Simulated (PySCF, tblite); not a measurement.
**C₄H₁₀OSSi: geometry, infrared bands and NMR shifts**

Wanted: the infrared bands and NMR shifts of C₄H₁₀OSSi (`C[C@H](S)C(=O)C[SiH3]`), by calculation.

Programs: tblite 0.8.0 and PySCF 2.14.0, with density-fitted response routines of our own. Each step states its level of theory. These are calculated values for one molecule in the gas phase, unless marked as measured. Atoms are numbered from 0 throughout.

### 1 Starting geometry

17 atoms, charge 0, multiplicity 1; geometry from: force field or distance geometry start.

Bonds of the start (Å): C0–C1 1.54, C1–S2 1.81, C1–C3 1.53, C3–O4 1.25, C3–C5 1.52, C5–Si6 1.84, C0–H7 1.09, C0–H8 1.09, C0–H9 1.09, C1–H10 1.09, S2–H11 1.34, C5–H12 1.09, C5–H13 1.09, Si6–H14 1.48, Si6–H15 1.50, Si6–H16 1.48.

### 2 Optimising the geometry with GFN2-xTB

What the job is given:

```
{"job": {"kind": "relax", "xc": "GFN2-xTB", "basis": "xTB"}, "charge": 0, "multiplicity": 1}
C      2.084700     0.031800    -0.902600
C      0.639600     0.552500    -0.833100
S      0.583900     2.293900    -1.328000
C      0.083800     0.442500     0.585200
O      0.801500     0.539000     1.598400
C     -1.407100     0.195900     0.739000
Si    -1.862200    -1.587700     0.779500
H      2.128900    -1.005900    -0.571300
H      2.464000     0.075300    -1.926000
H      2.751500     0.601500    -0.251500
H      0.018300    -0.041700    -1.506200
H      1.339100     2.766100    -0.333300
H     -1.925400     0.713800    -0.064000
H     -1.722200     0.695200     1.659400
H     -1.378400    -2.235200    -0.456700
H     -1.269300    -2.287100     1.960600
H     -3.337800    -1.737800     0.840600
```

Launch:

```sh
$ OMP_NUM_THREADS=1 python probes_run.py task.json out
```

This one command runs all jobs of the session in turn.

**Question.** This job is followed by: GFN2-xTB harmonic vibrations, gas phase; GIAO PBE0/pcSseg-1 NMR shielding, non-relativistic, gas phase. What will the session give for the following? strongest single infrared mode (GFN2-xTB); zero-point energy (GFN2-xTB); 13C shifts against TMS (PBE0/pcSseg-1); 1H shifts against TMS (PBE0/pcSseg-1, means over atoms taken as alike); 33S shifts against CS2 (PBE0/pcSseg-1); 17O shifts against H2O (PBE0/pcSseg-1); 29Si shifts against TMS (PBE0/pcSseg-1); surface potential, 1st and 99th percentile.

The runs gave:

| quantity | value |
| --- | --- |
| strongest single infrared mode (GFN2-xTB) | 786 cm⁻¹, 305 km/mol |
| zero-point energy (GFN2-xTB) | 77.7 kcal/mol |
| 13C shifts against TMS (PBE0/pcSseg-1) | 209.3, 46.3, 29.9, 22.1 ppm |
| 1H shifts against TMS (PBE0/pcSseg-1, means over atoms taken as alike) | 3.96, 3.10, 3.03, 2.27, 1.85, 1.52 ppm |
| 33S shifts against CS2 (PBE0/pcSseg-1) | -5 ppm |
| 17O shifts against H2O (PBE0/pcSseg-1) | 602.5 ppm |
| 29Si shifts against TMS (PBE0/pcSseg-1) | -67.5 ppm |
| surface potential, 1st and 99th percentile | -1.58 V and 1.25 V |

Relaxing lowered the energy by 0.235 eV in 60 steps; the close pair that moved most is C5–Si6, from 1.841 to 1.919 Å. All 45 modes are real, so the xTB geometry is a minimum. Unscaled tight-binding wavenumbers are off by several per cent, some by more. Its intensities can rank the bands wrongly. The most deshielded carbon is C3 (ketone carbonyl carbon), at 209.3 ppm: low-lying n→π* states of the double bond to the heteroatom give a large paramagnetic term (-274 ppm). At PBE0/pcSseg-1: The widest tensor belongs to O4: span 1173 ppm, with a paramagnetic part of -669 ppm. At PBE0/pcSseg-1, counted by nearest atom on the grid, the HOMO lies on S2 50 %; O4 22 %, the LUMO on C3 35 %; O4 24 %.
